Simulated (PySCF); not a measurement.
# [CrO2]-: structure of the quartet

Where does quartet [CrO2]- go from a linear start, is the end point a minimum, and what are its modes, charges and moments?

Program: PySCF 2.14.0. Level of theory: PBE0, basis Cr def2-SVPD, O def2-SVPD, no relativity, density fitting. These are calculated values, not measurements.

## 1. The starting structure

3 atoms, charge -1, spin multiplicity 4.

Bond lengths: Cr1–O2 1.680 Å, Cr1–O3 1.680 Å. Angles: O2–Cr1–O3 180.0°.

Z-matrix (Å, degrees; charge -1 multiplicity 4):
```
Cr
O  1 1.6800
O  1 1.6800 2 180.00
```

## 2. Relaxation: linear start, quartet

One driver script runs all steps and calls PySCF; scf.py shows how it sets up the SCF of each step. The optimiser is the driver's own. Before each start the driver seeks the lowest SCF state from one or more starting densities and follows internal instabilities, so scf.py alone need not reach the same state.

The program finds D∞h symmetry in the start, which this walk keeps. Threshold on the gradient: 0.0003 Eh/bohr, with a further test on the energy change.

scf.py

```python
from pyscf import gto, scf, dft
mol = gto.M(atom='''
Cr     0.000000     0.000000     0.000000
O      0.000000     0.000000     1.680000
O      0.000000     0.000000    -1.680000''',
    basis={'Cr': 'def2-SVPD', 'O': 'def2-SVPD'},
    charge=-1, spin=3)
mf = dft.UKS(mol, xc='PBE0')
mf.grids.atom_grid = (50, 194)
aux = {'Cr': 'def2-universal-JKFIT', 'O': 'def2-universal-JKFIT'}
mf = mf.density_fit(auxbasis=aux)
mf.kernel()
```

After this run come: Hessian and properties; Downhill along the imaginary mode; Frequencies.

What does the calculation give? Wanted: minimum; geometry; wavenumbers; dipole moment; highest occupied, lowest empty level; polar-tensor charge of Cr1; zero-point energy; ⟨S²⟩.

As calculated:

| quantity | value |
| --- | --- |
| minimum | quartet, C2v |
| geometry | Cr–O 1.636 Å (×2); O–Cr–O 139.1° |
| wavenumbers (cm⁻¹) | 230 (a1), 883 (a1), 951 (b2) |
| dipole moment (centre of mass) | 1.56 D |
| highest occupied, lowest empty level (either spin) | -0.58, 3.12 eV |
| polar-tensor charge of Cr1 | +0.98 e |
| zero-point energy | 12.3 kJ/mol |
| entropy at 298.15 K | 271.4 J/(mol K) |
| ⟨S²⟩ | 3.857 |

What this shows: From D∞h at the start the molecule goes to a C2v minimum, after a stop at a second-order saddle point 20.5 kJ/mol higher, from which it was pushed off along an imaginary mode. The strongest infrared band lies at 951 cm⁻¹ (b2, stretch). Most of the spin sits on Cr1 (Mulliken spin 3.50, against 3 for the whole molecule). Only this shape and spin were tried, so other structures or states may lie lower. Open d and f shells are described by one determinant, and the ground state may have another occupation or spin.
